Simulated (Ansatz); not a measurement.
**C₃H₈ClGaSi₂: how energies converge with the basis set**

An exercise on one series of results from a longer session: the logs are not shown, and one member is left open.

The runs use Ansatz 0.2.0, Gaussian basis; one geometry, several basis sets.

The runs, in order: PBE0-D4/def2-SVP; ωB97M-V/def2-SVP; PBE0-D4/def2-QZVPP; ωB97M-V/def2-QZVPP; the functionals' def2-TZVPP values are taken from earlier runs.

### Structure used throughout

All runs share one geometry, relaxed beforehand with PBE0-D4 in a triple-zeta def2 set.

SMILES `[SiH3][SiH2][C]1=C[CH2][Ga]1[Cl]`, 15 atoms, charge 0, spin multiplicity 1.

Atoms are counted from 1 here; the program's logs count them from 0.

Bond lengths: Si1–Si2 2.341 Å, Si1–H8 1.488 Å, Si1–H9 1.489 Å, Si1–H10 1.489 Å, Si2–C3 1.847 Å, Si2–H11 1.493 Å, Si2–H12 1.489 Å, C3–C4 1.351 Å, C3–Ga6 1.968 Å, C4–C5 1.515 Å, C4–H13 1.094 Å, C5–Ga6 2.001 Å, C5–H14 1.093 Å, C5–H15 1.093 Å, Ga6–Cl7 2.134 Å. Angles: Si2–Si1–H8 111.6°, Si2–Si1–H9 110.0°, Si2–Si1–H10 109.8°, H8–Si1–H9 108.6°, H8–Si1–H10 108.6°, H9–Si1–H10 108.2°, Si1–Si2–C3 108.6°, Si1–Si2–H11 109.9°, Si1–Si2–H12 108.9°, C3–Si2–H11 111.4°, C3–Si2–H12 109.7°, H11–Si2–H12 108.2°, Si2–C3–C4 129.5°, Si2–C3–Ga6 143.6°, C4–C3–Ga6 86.8°, C3–C4–C5 116.1°, C3–C4–H13 123.4°, C5–C4–H13 120.5° and more.

The first run:

The input, in.yaml:

```yaml
crystal:
  periodic: [false, false, false]
  atoms:
    - {symbol: Si, position_ang: [0.153839, -0.164887, 2.826575]}
    - {symbol: Si, position_ang: [0.646656, -1.295226, 0.836639]}
    - {symbol: C, position_ang: [0.198822, -0.205760, -0.586470]}
    - {symbol: C, position_ang: [-0.774055, -0.357085, -1.511056]}
    - {symbol: C, position_ang: [-0.904564, 0.757177, -2.528508]}
    - {symbol: Ga, position_ang: [0.622871, 1.500473, -1.470378]}
    - {symbol: Cl, position_ang: [1.958161, 3.160853, -1.343404]}
    - {symbol: H, position_ang: [0.586775, -0.941611, 4.019925]}
    - {symbol: H, position_ang: [-1.311791, 0.078045, 2.924952]}
    - {symbol: H, position_ang: [0.845978, 1.153436, 2.841441]}
    - {symbol: H, position_ang: [-0.097307, -2.588318, 0.789128]}
    - {symbol: H, position_ang: [2.105203, -1.594691, 0.800870]}
    - {symbol: H, position_ang: [-1.440813, -1.223721, -1.548113]}
    - {symbol: H, position_ang: [-0.726552, 0.440892, -3.559045]}
    - {symbol: H, position_ang: [-1.863222, 1.280403, -2.492555]}
basis:
  gaussian: {orbitals: def2-SVP}
hamiltonian: {xc: pbe0, dispersion: d4}
output: {orbitals: {seedname: orbitals}}
```

The run is started by

```sh
$ ansatz run in.yaml --threads 2 --pin off --events-out ev --progress --plain --max-ram 22528MiB --backend cpu
```

Among the steps run: PBE0-D4 in def2-SVP; ωB97M-V in def2-SVP; PBE0-D4 in def2-QZVPP; ωB97M-V in def2-QZVPP.

One of the session's tables, all rows but one given; the rest of the session is left out.

| functional | basis | HOMO (eV) | LUMO (eV) |
| --- | --- | --- | --- |
| PBE0-D4 | def2-SVP | -7.46 | -1.41 |
| PBE0-D4 | def2-TZVPP | -7.48 | -1.50 |
| PBE0-D4 | def2-QZVPP | -7.50 | -1.53 |
| ωB97M-V | def2-SVP | -9.56 | 0.45 |
| ωB97M-V | def2-TZVPP | -9.60 | 0.31 |
| ωB97M-V | def2-QZVPP | ? | ? |

Q: Estimate the row for ωB97M-V, def2-QZVPP from the others.

The run gave: HOMO (eV): -9.62; LUMO (eV): 0.20. In the column «HOMO (eV)» it is the lowest.
